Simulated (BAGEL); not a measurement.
# HF/cc-pVDZ (density fitting with qzvpp-jkfit) run of GeH4O2 (SMILES [OH][GeH2][OH])

Aim: the energy change on altering one bond length of GeH4O2 at HF/cc-pVDZ (density fitting with qzvpp-jkfit), from 2 runs. 

The results are computed with BAGEL 1.2.2.

5 further runs of the same task are left out: 4 that didn't finish, 1 set aside as unsound or not needed. Runs told in other sessions of the task aren't counted.

## Step 1: The system as given

The species is GeH4O2 (7 atoms), meant as a singlet with charge 0. SMILES: `[OH][GeH2][OH]`. The shape is that of a PBE0-D4/def2-TZVP optimisation. This is one conformer, not always the lowest.

Bond lengths: O1–Ge2 1.776 Å, Ge2–O3 1.773 Å, O1–H4 0.959 Å, Ge2–H5 1.543 Å, Ge2–H6 1.525 Å, O3–H7 0.959 Å. Angles: O1–Ge2–O3 110.8°, O1–Ge2–H5 108.6°, O1–Ge2–H6 106.6°, O3–Ge2–H5 109.7°, O3–Ge2–H6 104.9°, Ge2–O1–H4 113.3°, Ge2–O3–H7 113.6°, H5–Ge2–H6 116.1°.

## Step 2: A single-point energy at HF/cc-pVDZ (density fitting with qzvpp-jkfit)

File input.json:

```json
{ "bagel": [

{
  "title": "molecule",
  "basis": "cc-pvdz.json",
  "df_basis": "qzvpp-jkfit",
  "angstrom": true,
  "geometry": [
    { "atom": "O", "xyz": [   -1.491300,   -0.416000,   -0.173900 ] },
    { "atom": "Ge", "xyz": [    0.023500,    0.377000,    0.305300 ] },
    { "atom": "O", "xyz": [    1.347400,   -0.798900,    0.400600 ] },
    { "atom": "H", "xyz": [   -1.634900,   -0.418700,   -1.122100 ] },
    { "atom": "H", "xyz": [    0.363400,    1.460500,   -0.739100 ] },
    { "atom": "H", "xyz": [   -0.172500,    0.863100,    1.737300 ] },
    { "atom": "H", "xyz": [    1.625600,   -1.135200,   -0.453800 ] }
  ]
},
{ "title": "hf" },
{ "title": "print", "file": "orbitals.molden", "orbitals": true }

]}
```

The basis set cc-pVDZ is read from a file made from the Basis Set Exchange's data (not shown).

Command:

```
$ BAGEL_NUM_THREADS=1 BAGEL input.json > input.out
```

Output:

```text
* using 1 threads per process

  ===============================================================
  ===============================================================

  *** Geometry ***

  { "atom" : "O", "xyz" : [     -2.818149,     -0.786126,     -0.328623 ] },
  { "atom" : "Ge", "xyz" : [      0.044409,      0.712427,      0.576933 ] },
  { "atom" : "O", "xyz" : [      2.546217,     -1.509702,      0.757024 ] },
  { "atom" : "H", "xyz" : [     -3.089513,     -0.791228,     -2.120462 ] },
  { "atom" : "H", "xyz" : [      0.686726,      2.759945,     -1.396697 ] },
  { "atom" : "H", "xyz" : [     -0.325978,      1.631023,      3.283021 ] },
  { "atom" : "H", "xyz" : [      3.071939,     -2.145217,     -0.857558 ] },

  Number of auxiliary basis functions:      492

  Since a DF basis is specified, we compute 2- and 3-index integrals:
    o Being stored without compression. Storage requirement is 0.022 GB

  Number of basis functions:       75
  Number of electrons      :       52

    * METHOD: MOLECULE                             0.21

  *** RHF ***

  === Nuclear Repulsion ===
   219.6794995946

      * DIIS with orbital gradients will be used.

  === RHF iteration (cc-pvdz.json) ===
      0      -2227.11463956          0.02208450           0.06
      1      -2227.28927902          0.01632154           0.06
      2      -2227.43074727          0.00115832           0.05
      3      -2227.43184854          0.00017357           0.05
      4      -2227.43187791          0.00004370           0.06
      5      -2227.43188063          0.00001059           0.06
      6      -2227.43188080          0.00000400           0.06
      7      -2227.43188081          0.00000160           0.06
      8      -2227.43188081          0.00000038           0.06
      9      -2227.43188082          0.00000010           0.05
     10      -2227.43188082          0.00000004           0.06
     11      -2227.43188082          0.00000001           0.06
     12      -2227.43188082          0.00000000           0.06
    * SCF iteration converged.

    * Permanent dipole moment:
           (   -0.149217,    -0.445407,     1.036655) a.u.

    * METHOD: HF                                   0.90

    * METHOD: PRINT                                0.01

  ===============================================================
```

Run time: 1.2 s. Hardware: 1 thread of Arm Neoverse V2, shared host; peak memory 0.11 GiB.

## Step 3: The distorted shape at the same level

File hf.json:

```json
{ "bagel" : [

{
  "title" : "molecule",
  "basis" : "cc-pvdz.json",
  "df_basis" : "qzvpp-jkfit",
  "angstrom" : true,
  "geometry" : [
    { "atom" : "O", "xyz" : [   -1.376424,   -0.413840,    0.584632 ] },
    { "atom" : "Ge", "xyz" : [    0.138376,    0.379160,    1.063832 ] },
    { "atom" : "O", "xyz" : [    1.462276,   -0.796740,    1.159132 ] },
    { "atom" : "H", "xyz" : [   -1.634900,   -0.418700,   -1.122100 ] },
    { "atom" : "H", "xyz" : [    0.478276,    1.462660,    0.019432 ] },
    { "atom" : "H", "xyz" : [   -0.057624,    0.865260,    2.495832 ] },
    { "atom" : "H", "xyz" : [    1.740476,   -1.133040,    0.304732 ] }
  ]
},
{
  "title" : "hf"
},
{
  "title" : "print",
  "file" : "orbitals.molden",
  "orbitals" : true
}

]}
```

The basis set cc-pVDZ is read from a file made from the Basis Set Exchange's data (not shown).

Command:

```
$ BAGEL_NUM_THREADS=1 BAGEL hf.json > hf.out
```

Output:

```text
* using 1 threads per process

  ===============================================================
  ===============================================================

  *** Geometry ***

  { "atom" : "O", "xyz" : [     -2.601064,     -0.782044,      1.104794 ] },
  { "atom" : "Ge", "xyz" : [      0.261493,      0.716509,      2.010351 ] },
  { "atom" : "O", "xyz" : [      2.763301,     -1.505620,      2.190442 ] },
  { "atom" : "H", "xyz" : [     -3.089513,     -0.791228,     -2.120462 ] },
  { "atom" : "H", "xyz" : [      0.903811,      2.764027,      0.036721 ] },
  { "atom" : "H", "xyz" : [     -0.108894,      1.635104,      4.716439 ] },
  { "atom" : "H", "xyz" : [      3.289023,     -2.141135,      0.575860 ] },

  Number of auxiliary basis functions:      492

  Since a DF basis is specified, we compute 2- and 3-index integrals:
    o Being stored without compression. Storage requirement is 0.022 GB

  Number of basis functions:       75
  Number of electrons      :       52

    * METHOD: MOLECULE                             0.21

  *** RHF ***

  === Nuclear Repulsion ===
   216.0148536879

      * DIIS with orbital gradients will be used.

  === RHF iteration (cc-pvdz.json) ===
      0      -2226.84040060          0.02395869           0.06
      1      -2226.91685780          0.02458571           0.06
      2      -2227.25012226          0.00284400           0.06
      3      -2227.25509936          0.00146605           0.06
      4      -2227.25700949          0.00040854           0.06
      5      -2227.25724100          0.00010359           0.06
      6      -2227.25726262          0.00003963           0.06
      7      -2227.25726529          0.00001543           0.06
      8      -2227.25726575          0.00001044           0.06
      9      -2227.25726595          0.00000602           0.06
     10      -2227.25726605          0.00000327           0.06
     11      -2227.25726607          0.00000152           0.06
     12      -2227.25726607          0.00000042           0.06
     13      -2227.25726607          0.00000014           0.06
     14      -2227.25726607          0.00000007           0.06
     15      -2227.25726607          0.00000005           0.06
     16      -2227.25726607          0.00000003           0.06
     17      -2227.25726607          0.00000002           0.06
     18      -2227.25726607          0.00000001           0.06
     19      -2227.25726607          0.00000000           0.06
    * SCF iteration converged.

    * Permanent dipole moment:
           (   -0.139754,    -0.455762,     1.130415) a.u.

    * METHOD: HF                                   1.33

    * METHOD: PRINT                                0.01

  ===============================================================
```

Wall time 1.7 s (1 thread of Arm Neoverse V2, shared host); peak memory 0.11 GiB.

## Step 4: Summary of results

Level: HF/cc-pVDZ (density fitting with qzvpp-jkfit).

| quantity | value |
| --- | --- |
| first shape: total energy | -2227.43188 Eh |
| first shape: dipole moment | 2.89 D |
| first shape: HOMO energy | -12.50 eV |
| first shape: LUMO energy | 4.13 eV |
| first shape: HOMO–LUMO gap | 16.63 eV |
| distorted shape: total energy | -2227.25727 Eh |
| distorted shape: dipole moment | 3.12 D |
| distorted shape: HOMO energy | -11.82 eV |
| distorted shape: LUMO energy | 0.19 eV |
| distorted shape: HOMO–LUMO gap | 12.01 eV |
| energy change with the O1–H4 bond stretched from 0.959 to 1.726 Å | 4.752 eV |

**Reading.** With the O1–H4 bond stretched from 0.959 to 1.726 Å the energy rises by 4.75 eV (458 kJ/mol). The first shape isn't relaxed at this level, so the change isn't measured from a minimum. A restricted reference can't describe the breaking bond well at this length.
